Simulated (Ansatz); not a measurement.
**GaI3: one species, many methods**

How much do the methods differ for GaI3? The plan is to run it at one geometry with functionals of several rungs and with coupled cluster, and see how far each lands from CCSD(T) at the basis-set limit for the atomisation energy.

The runs use Ansatz 0.2.0, Gaussian basis; functionals in def2-TZVPP, the program's frozen cores in correlated methods.

Plan: LDA (SPW92), PBE-D4, revPBE-D4, BLYP-D4, r2SCAN-D4, B97M-V, PBE0-D4, B3LYP-D4, r2SCANh-D4, r2SCAN0-D4, HSE06-D4, BHLYP-D4, CAM-B3LYP-D4, LC-ωPBE, ωB97X-V, ωB97M-V, B2PLYP, PBE-QIDH; CCSD(T)/def2-SVP; CCSD(T)/def2-TZVPP; MP2/def2-QZVPP; extrapolation to the limit; RPA on PBE.

## 1. Structure used throughout

An earlier PBE0-D4 in a triple-zeta def2 set relaxation fixed the geometry. I takes the def2 core potential; no spin-orbit term is included.

4 atoms, charge 0, spin multiplicity 1.

Atoms are counted from 1 here; the program's logs count them from 0.

Bond lengths: I1–Ga2 2.468 Å, Ga2–I3 2.468 Å, Ga2–I4 2.468 Å. Angles: I1–Ga2–I3 120.0°, I1–Ga2–I4 120.0°, I3–Ga2–I4 120.0°.

Geometry (Å):

```xyz
4
GaI3
I     1.6682   -0.2204    1.8155
Ga    0.0139   -0.0151   -0.0051
I    -1.3031   -1.9824   -0.7039
I    -0.3235    2.1577   -1.1269
```

## 2. LDA

This LDA is Slater exchange with PW92 correlation.

File in.yaml:

```yaml
crystal:
  periodic: [false, false, false]
  atoms:
    - {symbol: I, position_ang: [1.668182, -0.220425, 1.815538]}
    - {symbol: Ga, position_ang: [0.013929, -0.015061, -0.005071]}
    - {symbol: I, position_ang: [-1.303094, -1.982424, -0.703918]}
    - {symbol: I, position_ang: [-0.323517, 2.157711, -1.126949]}
basis:
  gaussian: {orbitals: def2-TZVPP}
hamiltonian: {xc: lda}
output: {orbitals: {seedname: orbitals}}
```

The run is started by

```console
$ ansatz run in.yaml --threads 4 --pin off --events-out ev --progress --plain --max-ram 10444MiB
```

The runs that follow: PBE-D4 (GGA); revPBE-D4 (GGA); BLYP-D4 (GGA); r2SCAN-D4 (meta-GGA); B97M-V (meta-GGA); PBE0-D4 (hybrid); B3LYP-D4 (hybrid); r2SCANh-D4 (hybrid); r2SCAN0-D4 (hybrid); HSE06-D4 (hybrid); BHLYP-D4 (hybrid); CAM-B3LYP-D4 (range-separated); LC-ωPBE (range-separated); ωB97X-V (range-separated); ωB97M-V (range-separated); B2PLYP (double hybrid); PBE-QIDH (double hybrid); CCSD(T) in def2-SVP; CCSD(T) in def2-TZVPP; MP2 in def2-QZVPP; RPA on PBE orbitals.

Q: Predict the results of all the runs planned. Wanted: atomisation energy, CCSD(T)/CBS; farthest beyond LDA; mean size of error, GGA; mean size of error, meta-GGA; mean size of error, hybrid; mean size of error, range-separated; mean size of error, double hybrid; gap, smallest and largest; T1 diagnostic.

The runs gave:

| quantity | value |
| --- | --- |
| atomisation energy, CCSD(T)/CBS | 8.751 eV |
| functionals within 0.088 eV (1.0 %) | PBE-QIDH |
| farthest beyond LDA | BLYP-D4 (-0.781 eV) |
| mean size of error, GGA | 0.469 eV |
| mean size of error, meta-GGA | 0.318 eV |
| mean size of error, hybrid | 0.363 eV |
| mean size of error, range-separated | 0.628 eV |
| mean size of error, double hybrid | 0.307 eV |
| gap, smallest and largest | 3.23 eV (BLYP-D4), 9.84 eV (LC-ωPBE) |
| T1 diagnostic | 0.0094 |
| triples share of the correlation energy | 2.5 % |

In words: LDA overbinds by 1.222 eV (14 %). PBE-D4 is off by -0.107 eV. Double hybrids carry the basis error of their MP2 part in triple zeta, and no dispersion term here, so their miss is partly the set-up's. Taken by rung, double hybrid functionals do best (0.307 eV on average) and range-separated ones worst beyond LDA (0.628 eV). The gap between the best rungs is small, so their order is not settled. RPA and LDA stand outside this count. Misses under about 0.088 eV are within the doubt on the reference itself, which lacks core-valence correlation, spin-orbit coupling and higher excitations, and its outer-core shells are covered unevenly. All levels share the lack of spin-orbit coupling, which lowers the free heavy atoms and so the true binding. Hartree-Fock recovers 67 % of the binding; the rest is correlation. CCSD(T) in def2-SVP is off by -1.019 eV, so the small basis spoils what the method gains. The gap grows from 3.2 to 9.8 eV across the functionals, mostly with the share of exact exchange. Correlated methods include outer-core shells of Ga, I, which these sets cover unevenly.
